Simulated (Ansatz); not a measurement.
# BeNi: a relaxation

Wanted: a converged relaxation for BeNi, and a check of what comes out. The structure is shown as the input types it.

Computed with Ansatz 0.2.0 (DFT, PBEsol, PAW with Ansatz's default frozen-core files, scalar-relativistic; relaxation of cell and atoms, unless a step's input says otherwise).

1 further run of the same task is left out (set aside as unsound or not needed).

### 1 The system as given

Symmetry: Pm-3m, No. 221, cubic system. The conventional cell has a = 2.587 Å, b = 2.587 Å, c = 2.587 Å, α = 90.00°, β = 90.00°, γ = 90.00°. Around Be (site symmetry m-3m) lie 8 Ni at 2.24 Å. Ni (site symmetry m-3m) is surrounded by 8 Be at 2.24 Å.

Coordinates:

```xyz
2
Lattice="2.5870 0.0000 0.0000 0.0000 2.5870 0.0000 0.0000 0.0000 2.5870" Properties=species:S:1:pos:R:3 pbc="T T T"
Be    0.0000    0.0000    0.0000
Ni    1.2935    1.2935    1.2935
```

### 2 The run

The input, input.yaml:

```yaml
crystal:
  lattice:
    - [2.58699959, 0.0, 0.0]
    - [0.0, 2.58699959, 0.0]
    - [0.0, 0.0, 2.58699959]
  atoms:
    - { symbol: Be, position: [0.0, 0.0, 0.0] }
    - { symbol: Ni, position: [0.5, 0.5, 0.5] }
kpoints:
  mp_grid: { grid: [18, 18, 18] }
scf:
  occupations: { method: fermi_dirac, width: 0.1 }
  max_iter: 100
hamiltonian:
  xc: pbesol
  pseudopotentials: { kind: paw }
relax:
  f_tol: 0.002
  max_steps: 80
  cell: {}
output:
  forces: true
  stress: true
basis:
  ecutrho_ratio: 2
```

The run is started by

```sh
$ ansatz run input.yaml --threads 1 --pin off --max-ram 2560MiB --backend cpu --events-out ev --progress --plain --runs-dir out
```

**Question.** How will this run end, and is anything wrong with its input?

This run ends as converged, with warnings (cutoff below recommended). Its log warns: «basis.ecutrho_ratio = 2 (ecutrho = 840 eV) is below the records' recommended 1680 eV»

Look at the input: basis.ecutrho_ratio is 2. The density cutoff must be at least four times the energy cutoff of the waves.

Run again and compare: delete basis.ecutrho_ratio (the default then holds).
